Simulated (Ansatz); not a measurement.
# CH6BClSi, SMILES [SiH3]BCCl: an atomisation energy

Computed with the Ansatz DFT code, driven from Python.

At the Python prompt:
```pycon
>>> from collections import Counter
>>> import ansatz as az
>>> BASIS = "def2-TZVP"
>>> METHOD = "mp2"
>>> def energy(molecule, charge=0, unpaired=0):
...     calc = (
...         molecule.calculation()
...         .basis(gaussian=BASIS)
...         .correlation(METHOD)
...     )
...     if charge:
...         calc = calc.charge(charge)
...     if unpaired:
...         calc = calc.spin("collinear", total=unpaired)
...     report = calc.run(threads=1, backend="cpu").report
...     if report["published_state_doubts"]:
...         print("  doubts:", report["published_state_doubts"])
...     return report["free_energy_ev"]
...
>>> molecule = (
...     az.Crystal.molecule()
...     .atom("Si", (-1.1927, 0.7612, -0.5906))
...     .atom("B", (-0.197, -0.6828, 0.0784))
...     .atom("C", (1.2273, -0.4408, 0.6595))
...     .atom("Cl", (2.5202, -1.3525, -0.2825))
...     .atom("H", (-2.535, 0.3024, -1.106))
...     .atom("H", (-1.4594, 1.7985, 0.4735))
...     .atom("H", (-0.4862, 1.4501, -1.7028))
...     .atom("H", (-0.6072, -1.7538, 0.0441))
...     .atom("H", (1.5245, 0.6528, 0.6787))
...     .atom("H", (1.2887, -0.7864, 1.7507))
... )
>>> unpaired = {"Si": 2, "B": 1, "C": 2, "Cl": 1, "H": 1}
>>> counts = Counter(site.symbol for site in molecule.cartesian_sites)
>>> atom_energy = {s: energy(az.Crystal.molecule().atom(s, (0, 0, 0)), 0, unpaired[s]) for s in counts}

>>> whole = energy(molecule, 0, 0)
>>> for s, e in atom_energy.items():
...     print(f"{s:2s} x{counts[s]}  {e:14.5f} eV")
...
Si x1     -7861.52477 eV
B  x1      -668.74255 eV
C  x1     -1027.46354 eV
Cl x1    -12507.22711 eV
H  x6       -13.60052 eV
>>> print(f"CH6BClSi: {whole:.5f} eV")
CH6BClSi: -22178.40720 eV
>>> split = sum(counts[s] * e for s, e in atom_energy.items()) - whole
>>> print(f"atomisation energy (no zero-point term): {23.060548 * split:.1f} kcal/mol, {split / sum(counts.values()):.3f} eV an atom")
atomisation energy (no zero-point term): 734.4 kcal/mol, 3.185 eV an atom
```

734.4 kcal/mol from the electronic energies, without the zero-point term.

What to keep in mind:
- Total energies depend on the basis set; only differences at equal settings carry meaning.
- The geometry is a force-field or estimated start, not a minimum of this method, and the basis set is short of its limit. All parts are taken at fixed geometry, without zero-point energy.
- Run time: 6.7 s on 1 thread of Arm Neoverse V1, with other jobs on the host, peak memory 0.37 GiB.

(Lines on the test bed's own set-up are left out of the output.)
